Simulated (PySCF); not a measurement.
# CHBr3: the cost of one run

Computed with PySCF 2.14.0. Level: levels as typed in each script, gas phase, geometry from GFN2-xTB.

## (1) The system as given

5 atoms, charge 0, spin multiplicity 1.

Bond lengths: Br1–C2 1.942 Å, C2–Br3 1.942 Å, C2–Br4 1.942 Å, C2–H5 1.089 Å. Angles: Br1–C2–Br3 110.8°, Br1–C2–Br4 110.8°, Br1–C2–H5 108.1°, Br3–C2–Br4 110.8°, Br3–C2–H5 108.1°, Br4–C2–H5 108.1°.

Coordinates:

```csv
atom,x (Å),y (Å),z (Å)
Br1,1.7823,-0.4773,-0.0475
C2,0.0000,0.0000,0.5568
Br3,-1.3046,-1.3049,-0.0475
Br4,-0.4778,1.7822,-0.0475
H5,-0.0001,-0.0002,1.6460
```

## (2) Density, bond paths and surface potential (PBE/def2-tzvp)

File input.py:

```python
import numpy as np
from pyscf import gto, scf, dft
from pyscf.scf import atom_ks, atom_hf
from scipy.linalg import block_diag

def solve(mol, dm0=None, hcore=None):
    mf = (dft.UKS if mol.spin else dft.RKS)(mol, xc='pbe')
    mf.grids.level = 3
    mf = mf.density_fit(auxbasis='def2-universal-jkfit')
    mf.conv_tol, mf.max_cycle = 1e-8, 80
    if hcore is not None:
        mf.get_hcore = lambda *args: hcore
    mf.kernel(dm0)
    if not mf.converged:
        mf = mf.newton().run(mf.mo_coeff, mf.mo_occ, max_cycle=30)
    assert mf.converged, 'SCF not converged'
    return mf

mol = gto.M(atom='''
Br     1.78234    -0.47734    -0.04749
C      0.00001     0.00004     0.55680
Br    -1.30456    -1.30485    -0.04750
Br    -0.47777     1.78218    -0.04749
H     -0.00006    -0.00019     1.64602
''', basis='def2-tzvp', charge=0, spin=0, verbose=4)
mf = solve(mol)
mf.analyze()
# spherically averaged free atoms, for the promolecule
atm = atom_ks.get_atm_nrks(mol, xc='pbe')
pro = block_diag(*[(atm[a[0]][2] * atm[a[0]][3]) @ atm[a[0]][2].T for a in mol._atom])
np.savez('result.npz', e=mf.e_tot, c=mf.mo_coeff, occ=mf.mo_occ, eps=mf.mo_energy, pro=pro, dip=mf.dip_moment(verbose=0), s2=mf.spin_square()[0])
```

Launch:

```
$ OMP_NUM_THREADS=1 python input.py
```

What time and memory should one allow on 1 thread of Arm Neoverse V2, shared host?

About 29 s, with a peak of 0.61 GiB.
